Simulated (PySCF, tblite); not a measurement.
**C3H5BF2O2: geometry, infrared bands and NMR shifts**

Aim: predict the infrared bands and NMR shifts of C3H5BF2O2 (`O=C(O)CCB(F)F`).

Programs: tblite 0.8.0 and PySCF 2.14.0, with density-fitted response routines of our own. Each step states its level of theory. These are calculated values for one molecule in the gas phase, unless marked as measured. Atoms count from 0, in the outputs and in this text.

### 1 The starting structure

13 atoms, charge 0, multiplicity 1; geometry from: force field or distance geometry start.

Bonds of the start (Å): O0–C1 1.26, C1–O2 1.40, C1–C3 1.50, C3–C4 1.53, C4–B5 1.58, B5–F6 1.46, B5–F7 1.43, O2–H8 1.01, C3–H9 1.14, C3–H10 1.08, C4–H11 1.11, C4–H12 1.11.

### 2 Geometry optimisation with GFN2-xTB

Job settings and geometry (Å):

```
{"job": {"kind": "relax", "xc": "GFN2-xTB", "basis": "xTB"}, "charge": 0, "multiplicity": 1}
O      1.711700     0.874600     0.740600
C      1.555900    -0.166800     0.056800
O      2.630600    -0.996000    -0.299800
C      0.160900    -0.530600    -0.360700
C     -0.702100     0.578700     0.237700
B     -2.230000     0.376500    -0.105700
F     -2.767400     1.288400    -1.117900
F     -3.030000    -0.712900     0.373200
H      3.539900    -0.686700     0.014800
H     -0.120400    -1.531000     0.111800
H      0.157800    -0.563600    -1.443500
H     -0.366700     1.566700    -0.147500
H     -0.544600     0.503300     1.338800
```

Run with:

```sh
OMP_NUM_THREADS=1 python probes_run.py task.json out
```

One launch serves the whole session: the jobs run in the order shown.

**Question.** This job is followed by: GFN2-xTB harmonic vibrations, gas phase; GIAO PBE0/pcSseg-1 NMR shielding, non-relativistic, gas phase. Predict these results of the whole session: strongest single infrared mode (GFN2-xTB); zero-point energy (GFN2-xTB); 13C shifts against TMS (PBE0/pcSseg-1); 1H shifts against TMS (PBE0/pcSseg-1, means over atoms taken as alike); 17O shifts against H2O (PBE0/pcSseg-1); 11B shifts against BF3·OEt2 (PBE0/pcSseg-1); 19F shifts against CFCl3 (PBE0/pcSseg-1, means over atoms taken as alike).

**Answer**, as computed:

| quantity | value |
| --- | --- |
| strongest single infrared mode (GFN2-xTB) | 1291 cm⁻¹, 471 km/mol |
| zero-point energy (GFN2-xTB) | 54.5 kcal/mol |
| 13C shifts against TMS (PBE0/pcSseg-1) | 178.3, 28.6, 10.1 ppm |
| 1H shifts against TMS (PBE0/pcSseg-1, means over atoms taken as alike) | 6.22, 2.46, 1.57 ppm |
| 17O shifts against H2O (PBE0/pcSseg-1) | 431.1, 208.7 ppm |
| 11B shifts against BF3·OEt2 (PBE0/pcSseg-1) | 28.9 ppm |
| 19F shifts against CFCl3 (PBE0/pcSseg-1, means over atoms taken as alike) | -69.3 ppm |

The optimisation took 80 steps and gained 1.261 eV; among the close pairs (by a distance rule), B5–F6 changed most, from 1.465 to 1.317 Å. All 33 modes are real, so the xTB geometry is a minimum. The strongest single mode, at 1291 cm⁻¹, is carried by B5, H10, C3, F6. Unscaled tight-binding wavenumbers are off by several per cent, some by more. Its intensities can rank the bands wrongly. The most deshielded carbon is C1 (carboxylic acid carbon), at 178.3 ppm: it is a carbonyl in resonance with an O or N lone pair, the region of acids, esters and amides. At PBE0/pcSseg-1: The largest span, 654 ppm, is at O0, where the paramagnetic term is -498 ppm.
